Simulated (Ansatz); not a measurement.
Task: a polarisability from point charges of ClH2InO, SMILES [OH][InH][Cl], with the Python package of Ansatz (0.2.0). Give the script and its output. Level of theory (for the species named): B3LYP, def2-SVPD basis, multiplicity 1.

```yaml
atoms:
  - { symbol: O, position_ang: [-1.3040, 0.1654, -0.5515] }
  - { symbol: In, position_ang: [0.5078, 0.3324, 0.1094] }
  - { symbol: Cl, position_ang: [1.2918, -1.6513, 0.9463] }
  - { symbol: H, position_ang: [-1.6870, -0.7086, -0.4679] }
  - { symbol: H, position_ang: [1.1914, 1.8621, -0.0362] }
```

Script `clh2ino_field.py`:
```python
'''Dipole of ClH2InO in the field of point charges.'''

import ansatz
import numpy as np

SETTINGS = {
    'basis_set': 'def2-SVPD',
    'functional': 'b3lyp',
}


def main() -> None:
    geometry_ang = [
        ('O', (-1.30402, 0.16541, -0.55154)),
        ('In', (0.50782, 0.3324, 0.10939)),
        ('Cl', (1.29181, -1.65134, 0.94632)),
        ('H', (-1.68698, -0.70857, -0.46792)),
        ('H', (1.19136, 1.8621, -0.03625)),
    ]
    clh2ino = ansatz.Crystal.molecule()
    for symbol, xyz in geometry_ang:
        clh2ino = clh2ino.atom(symbol, xyz)

    calc = clh2ino.calculation()
    calc = calc.basis(gaussian=SETTINGS['basis_set']).functional(SETTINGS['functional'])
    calc = calc.forces()
    # charges +q and -q at -R and +R make a nearly even field 2 k q / R^2 at the centre
    centre = np.mean([site.position_ang for site in clh2ino.cartesian_sites], axis=0)
    field = 2 * 14.399645 * 2.0 / 30.0 ** 2


    def dipole(axis, sign):
        arm = 30.0 * np.eye(3)[axis]
        pair = [{'charge': sign * 2.0, 'position_ang': (centre - arm).tolist()}, {'charge': -sign * 2.0, 'position_ang': (centre + arm).tolist()}]
        deck = calc.input().set(ansatz.key.basis.gaussian.point_charges, pair)
        return np.array(ansatz.Session.from_dict(deck).plan().execute().report['charge_distribution']['dipole_moment_e_ang'])


    print(f'field {field:.4f} V/A')
    alpha = np.array([(dipole(axis, 1) - dipole(axis, -1)) / (2 * field) * 14.399645 for axis in range(3)])
    print('polarisability tensor (A^3)')
    print(np.array2string(alpha, precision=3, suppress_small=True))
    print(f'mean {np.trace(alpha) / 3:.3f} A^3 = {np.trace(alpha) / 3 / 0.14818471:.2f} bohr^3')


if __name__ == '__main__':
    main()
```

Running `python clh2ino_field.py` prints:
```text
field 0.0640 V/A
polarisability tensor (A^3)
[[ 7.977 -0.323  0.811]
 [-0.322  9.119 -0.929]
 [ 0.807 -0.92   6.634]]
mean 7.910 A^3 = 53.38 bohr^3
```

The geometry is a force-field or estimated start, not a minimum of this method, and the basis set is short of its limit. The field of two point charges is only nearly even. def2 sets replace the cores of elements past krypton by effective core potentials. b3lyp holds the VWN-RPA fit, as in Gaussian; the form of ORCA and Turbomole is b3lyp5. It ran for 27 s on 1 thread of Arm Neoverse V1, on a shared host, peak memory 0.27 GiB.
